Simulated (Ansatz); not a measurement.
**quartet CH6ClSi2: levels of theory compared**

We compute a comparison of 3 runs (UB3LYP/6-31G*, UBLYP/def2-SVP, UCAM-B3LYP/def2-SVP) of quartet CH6ClSi2. 

The calculation is run with Ansatz 0.2.0.

44 further runs of the same task are left out: 44 set aside as unsound or not needed.

## 1. Starting point

CH6ClSi2: 10 atoms, total charge 0, spin state quartet. As SMILES of the parent species, `C[Si]([SiH3])Cl`. The shape is that of a PBE0-D4/def2-TZVP optimisation. That shape belongs to the parent species and isn't relaxed for this state.

Bond lengths: C1–Si2 1.872 Å, Si2–Si3 2.338 Å, Si2–Cl4 2.073 Å, C1–H5 1.093 Å, C1–H6 1.094 Å, C1–H7 1.092 Å, Si3–H8 1.485 Å, Si3–H9 1.490 Å, Si3–H10 1.489 Å. Some angles: C1–Si2–Si3 115.2°, C1–Si2–Cl4 108.2°, Si3–Si2–Cl4 108.6°, Si2–C1–H5 110.0°, Si2–C1–H6 110.4°, Si2–C1–H7 110.6°, Si2–Si3–H8 109.0°, Si2–Si3–H9 112.4°, Si2–Si3–H10 108.4°, H5–C1–H6 108.7°.

## 2. A single-point energy at UB3LYP/6-31G(d) (spherical functions) (run 1)

in.yaml reads:

```yaml
crystal:
  periodic: [false, false, false]
  atoms:
    - symbol: C
      position_ang: [-0.817600, 1.375900, -0.759000]
    - symbol: Si
      position_ang: [-0.393400, -0.447400, -0.745400]
    - symbol: Si
      position_ang: [1.253500, -1.073900, 0.791400]
    - symbol: Cl
      position_ang: [-2.123100, -1.512600, -0.330000]
    - symbol: H
      position_ang: [0.078700, 1.966200, -0.965000]
    - symbol: H
      position_ang: [-1.223500, 1.680800, 0.209700]
    - symbol: H
      position_ang: [-1.561600, 1.592100, -1.528300]
    - symbol: H
      position_ang: [1.490500, -2.535600, 0.676400]
    - symbol: H
      position_ang: [0.871400, -0.750900, 2.195100]
    - symbol: H
      position_ang: [2.508200, -0.345800, 0.457800]
basis:
  gaussian:
    orbitals: 6-31G_st_-spherical.json
magnetization:
  spin_polarized: true
  initial_magnetization: 3
hamiltonian:
  xc: {name: B3LYP}
output:
  orbitals: {seedname: orbitals}
accuracy: high
```

The basis set 6-31G* is read from a file made from the Basis Set Exchange's data (not shown).

Started as:

```bash
$ ansatz run in.yaml --threads 1 --pin off --max-ram 3480MiB --events-out events.jsonl --progress --plain --runs-dir runs
```

What it wrote:

```text
Warning: RAYON_NUM_THREADS=1 ignored (pool sized by the plan → 1); use --threads N
Functional definition: B3LYP
  name "B3LYP"
  parameter a0 = 0.2
  parameter ax = 0.72
  parameter ac = 0.81
  exchange = (1 - a0 - ax)*slater_x + ax*b88_x + a0*exact_x
  correlation = (1 - ac)*vwn_rpa_c + ac*lyp_c
1820 factors; integrals over basis functions are off by at most 3.5e-9 eV
mean field evaluation 1: about -29401.9750 eV, gradient 2.9e1 eV
mean field evaluation 2: about -29396.1349 eV, gradient 4.1e1 eV
mean field evaluation 4: about -29406.5779 eV, gradient 2.7e0 eV
mean field evaluation 8: about -29406.8561 eV, gradient 3.2e-1 eV
mean field evaluation 16: about -29406.8580 eV, gradient 5.6e-3 eV
mean field evaluation 32: about -29406.8580 eV, gradient 5.4e-7 eV
mean field -29406.85800480 eV, -1080.6820989921 hartree, gradient 5.6e-8 eV, S^2 3.752972; 4 other end points of the search recorded, 0 dependent functions left out
reference -29406.85804907 eV, -1080.6821006190 hartree; 30, 27 occupied and 50, 53 virtual orbitals, 1820 factors
Total energy: -29406.85804907 eV, -1080.6821006190 hartree
```

Run time: 22 s. Hardware: 1 thread of Arm Neoverse V2, shared host; peak memory 0.43 GiB.

## 3. A single-point energy at UBLYP/def2-SVP (run 2)

job.yaml reads:

```yaml
crystal:
  periodic: [false, false, false]
  atoms:
    - {symbol: C, position_ang: [-0.817600, 1.375900, -0.759000]}
    - {symbol: Si, position_ang: [-0.393400, -0.447400, -0.745400]}
    - {symbol: Si, position_ang: [1.253500, -1.073900, 0.791400]}
    - {symbol: Cl, position_ang: [-2.123100, -1.512600, -0.330000]}
    - {symbol: H, position_ang: [0.078700, 1.966200, -0.965000]}
    - {symbol: H, position_ang: [-1.223500, 1.680800, 0.209700]}
    - {symbol: H, position_ang: [-1.561600, 1.592100, -1.528300]}
    - {symbol: H, position_ang: [1.490500, -2.535600, 0.676400]}
    - {symbol: H, position_ang: [0.871400, -0.750900, 2.195100]}
    - {symbol: H, position_ang: [2.508200, -0.345800, 0.457800]}
basis:
  gaussian:
    orbitals: def2-SVP
total_charge: 0
magnetization:
  spin_polarized: true
  initial_magnetization: 3
hamiltonian:
  xc: {name: BLYP}
accuracy: high
output:
  orbitals: {seedname: orbitals}
```

Started as:

```bash
$ ansatz run job.yaml --threads 1 --pin off --max-ram 3480MiB --events-out events.jsonl --progress --plain --runs-dir runs
```

What it wrote:

```text
Warning: RAYON_NUM_THREADS=1 ignored (pool sized by the plan → 1); use --threads N
Functional definition: BLYP
  name "BLYP"
  parameter beta = 0.0042
  parameter a = 0.04918
  parameter b = 0.132
  parameter c = 0.2533
  parameter d = 0.349
  exchange = b88_x(beta = beta)
  correlation = lyp_c(a = a, b = b, c = c, d = d)
2141 factors; integrals over basis functions are off by at most 2.1e-8 eV
mean field evaluation 1: about -29383.4164 eV, gradient 4.4e1 eV
mean field evaluation 2: about -29350.9520 eV, gradient 7.9e1 eV
mean field evaluation 4: about -29392.4910 eV, gradient 1.9e1 eV
mean field evaluation 8: about -29395.9766 eV, gradient 2.6e-1 eV
mean field evaluation 16: about -29395.9685 eV, gradient 2.3e-4 eV
mean field evaluation 32: about -29392.9088 eV, gradient 1.3e1 eV
mean field evaluation 64: about -29395.0054 eV, gradient 2.6e0 eV
mean field -29395.96848181 eV, -1080.2819164033 hartree, gradient 1.4e-8 eV, S^2 3.752083; 6 other end points of the search recorded, 0 dependent functions left out
reference -29395.96854321 eV, -1080.2819186597 hartree; 30, 27 occupied and 68, 71 virtual orbitals, 2141 factors
Total energy: -29395.96854321 eV, -1080.2819186597 hartree
```

It took 20 s on 1 thread of Arm Neoverse V2, shared host; peak memory 0.34 GiB.

## 4. The energy at UCAM-B3LYP/def2-SVP (run 3)

in.yaml reads:

```yaml
crystal:
  periodic: [false, false, false]
  atoms:
    - {symbol: C, position_ang: [-0.817600, 1.375900, -0.759000]}
    - {symbol: Si, position_ang: [-0.393400, -0.447400, -0.745400]}
    - {symbol: Si, position_ang: [1.253500, -1.073900, 0.791400]}
    - {symbol: Cl, position_ang: [-2.123100, -1.512600, -0.330000]}
    - {symbol: H, position_ang: [0.078700, 1.966200, -0.965000]}
    - {symbol: H, position_ang: [-1.223500, 1.680800, 0.209700]}
    - {symbol: H, position_ang: [-1.561600, 1.592100, -1.528300]}
    - {symbol: H, position_ang: [1.490500, -2.535600, 0.676400]}
    - {symbol: H, position_ang: [0.871400, -0.750900, 2.195100]}
    - {symbol: H, position_ang: [2.508200, -0.345800, 0.457800]}
basis:
  gaussian: {orbitals: def2-SVP}
output: {orbitals: {seedname: orbitals}}
accuracy: high
hamiltonian: {xc: {name: CAM-B3LYP}}
magnetization: {spin_polarized: true, initial_magnetization: 3}
```

Started as:

```bash
$ ansatz run in.yaml --threads 1 --pin off --max-ram 3480MiB --events-out events.jsonl --progress --plain --runs-dir runs
```

What it wrote (excerpt; [...] marks lines left out):

```text
Warning: RAYON_NUM_THREADS=1 ignored (pool sized by the plan → 1); use --threads N
Functional definition: CAM-B3LYP
  name "CAM-B3LYP"
[...]
2141 factors; integrals over basis functions are off by at most 2.1e-8 eV
497 factors; integrals over basis functions are off by at most 1.9e-9 eV
[...]
mean field -29396.63127229 eV, -1080.3062735044 hartree, gradient 5.5e-8 eV, S^2 3.754563; 4 other end points of the search recorded, 0 dependent functions left out
reference -29396.63129379 eV, -1080.3062742943 hartree; 30, 27 occupied and 68, 71 virtual orbitals, 2141 factors
Total energy: -29396.63129379 eV, -1080.3062742943 hartree
```

It took 41 s on 1 thread of Arm Neoverse V2, shared host; peak memory 0.62 GiB.

## 5. Overview of the runs

| run | level | energy (Eh) | HOMO energy (eV) | ⟨S²⟩ | wall time |
| --- | --- | --- | --- | --- | --- |
| 1 | UB3LYP/6-31G* (spherical functions) | -1080.682101 | -1.89 | 3.753 | 22 s |
| 2 | UBLYP/def2-SVP | -1080.281919 | -0.99 | 3.752 | 20 s |
| 3 | UCAM-B3LYP/def2-SVP | -1080.306274 | -3.07 | 3.755 | 41 s |

## 6. Summary of results

| quantity | value |
| --- | --- |
| run 3: total energy | -1080.30627 Eh |
| run 3: HOMO energy (highest over α and β) | -3.07 eV |
| run 3: ⟨S²⟩ | 3.755 |

What this shows: Totals of different functionals can't be ranked against each other. All runs together took 82 s, the longest 41 s.
